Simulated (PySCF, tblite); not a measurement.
# C₇H₈: geometry, infrared bands, NMR shifts, spin-spin couplings and electronic excitations

What infrared bands, NMR shifts, spin-spin couplings and electronic excitations should C₇H₈ (`C#CC(=C)CC=C`) show?

Computed with tblite 0.8.0 and PySCF 2.14.0, with density-fitted response routines of our own, on a single molecule in the gas phase. Atoms are numbered from 0 throughout.

**1. The molecule as given**

15 atoms, charge 0, multiplicity 1; geometry from: force field or distance geometry start.

Bonds of the start (Å): C0–C1 1.22, C1–C2 1.41, C2–C3 1.36, C2–C4 1.52, C4–C5 1.50, C5–C6 1.33, C0–H7 1.06, C3–H8 1.08, C3–H9 1.08, C4–H10 1.10, C4–H11 1.10, C5–H12 1.10, C6–H13 1.08, C6–H14 1.09.

**2. Relaxing the molecule with GFN2-xTB**

What the job is given:

```
{"job": {"kind": "relax", "xc": "GFN2-xTB", "basis": "xTB"}, "charge": 0, "multiplicity": 1}
C      3.062500    -0.375600     0.211100
C      1.963800     0.030700    -0.120800
C      0.684600     0.493800    -0.491600
C      0.521600     1.809500    -0.784100
C     -0.468600    -0.487700    -0.607600
C     -1.033900    -0.871400     0.724500
C     -2.290700    -0.641500     1.110300
H      4.023400    -0.719900     0.503500
H      1.354700     2.498300    -0.698900
H     -0.442400     2.204000    -1.075000
H     -1.261600    -0.072100    -1.254400
H     -0.122600    -1.395500    -1.124600
H     -0.355600    -1.372300     1.424000
H     -3.003900    -0.149600     0.464200
H     -2.635700    -0.942600     2.100200
```

Started as:

```console
> OMP_NUM_THREADS=1 python probes_run.py task.json out
```

One launch serves the whole session: the jobs run in the order shown.

**Question.** This job is followed by: GFN2-xTB harmonic vibrations, gas phase; PBE0-D3(BJ)/def2-SVP geometry optimisation, gas phase; GIAO PBE0/pcSseg-1 NMR shielding, non-relativistic, gas phase; B3LYP/pcJ-1 indirect spin-spin coupling, non-relativistic, gas phase; TDDFT wB97X-D/def2-SVPD, vertical, gas phase, core orbitals frozen in the response; GIAO KT2/pcSseg-2 NMR shielding, non-relativistic, gas phase. What will the session give for the following? strongest single infrared mode (GFN2-xTB); zero-point energy (GFN2-xTB); point group; rotational constants (main isotopes); 13C shifts against TMS (PBE0/pcSseg-1); 1H shifts against TMS (PBE0/pcSseg-1, means over atoms taken as alike); largest coupling of the table (B3LYP/pcJ-1); lowest singlet (wB97X-D/def2-SVPD); brightest single state of those computed; lowest triplet; vertical ionisation energy (ΔSCF); range of the shift of C3.

**Answer**, as computed:

| quantity | value |
| --- | --- |
| strongest single infrared mode (GFN2-xTB) | 3122 cm⁻¹, 52 km/mol |
| zero-point energy (GFN2-xTB) | 75.1 kcal/mol |
| point group | C1 |
| rotational constants (main isotopes) | 4.15, 1.77, 1.35 GHz |
| 13C shifts against TMS (PBE0/pcSseg-1) | 145.1, 137.7, 133.0, 122.3, 88.2, 86.3, 48.1 ppm |
| 1H shifts against TMS (PBE0/pcSseg-1, means over atoms taken as alike) | 6.41, 5.76, 5.72, 5.32, 5.27, 3.11, 2.80 ppm |
| largest coupling of the table (B3LYP/pcJ-1) | 1J(C,H) C0–H7, 274.7 Hz |
| lowest singlet (wB97X-D/def2-SVPD) | 5.56 eV (223 nm), f = 0.001 |
| brightest single state of those computed | state 8, 7.60 eV, f = 0.379 |
| lowest triplet | 3.54 eV |
| vertical ionisation energy (ΔSCF) | 9.03 eV |
| range of the shift of C3 | 124.0 to 133.0 ppm |

**Reading.** Relaxing lowered the energy by 0.099 eV in 75 steps; the close pair that moved most is C2–C3, from 1.358 to 1.330 Å (GFN2-xTB). All 39 modes are real, so the xTB geometry is a minimum. The strongest single mode, at 3122 cm⁻¹, moves mainly H14. Unscaled tight-binding wavenumbers are off by several per cent, some by more. Its intensities can rank the bands wrongly. Relaxing lowered the energy by 0.077 eV in 7 steps; the close pair that moved most is C0–H7, from 1.049 to 1.074 Å (PBE0/def2-SVP). H12 (hydrogen on an alkene CH) lies farthest downfield among hydrogen, at 6.41 ppm; a vinylic proton, deshielded by the sp2 carbon and the C=C anisotropy. At PBE0/pcSseg-1: The largest span, 304 ppm, is at C1, where the paramagnetic term is -155 ppm. Of the pairs tabulated at B3LYP/pcJ-1, C0–H7 couples most strongly (274.7 Hz; Fermi contact 275.6 Hz). Couplings across rotatable bonds belong to this one conformer; where others are populated, the observed values are averages. The lowest singlet, at 5.56 eV, is HOMO−2→LUMO 0.76, HOMO−1→LUMO 0.16 and is dark; of the 10 states computed, the strongest absorption comes from state 8 at 7.60 eV. The lowest triplet lies 2.02 eV below the lowest singlet (triplets in Tamm-Dancoff, singlets in full TDDFT). ΔSCF puts the ionisation energy at 9.03 eV, 0.18 eV above −ε(HOMO). In ppm, C3 moves most: its shift spreads over 9.0 ppm, from 124.0 (KT2/pcSseg-2) to 133.0 (PBE0/pcSseg-1).
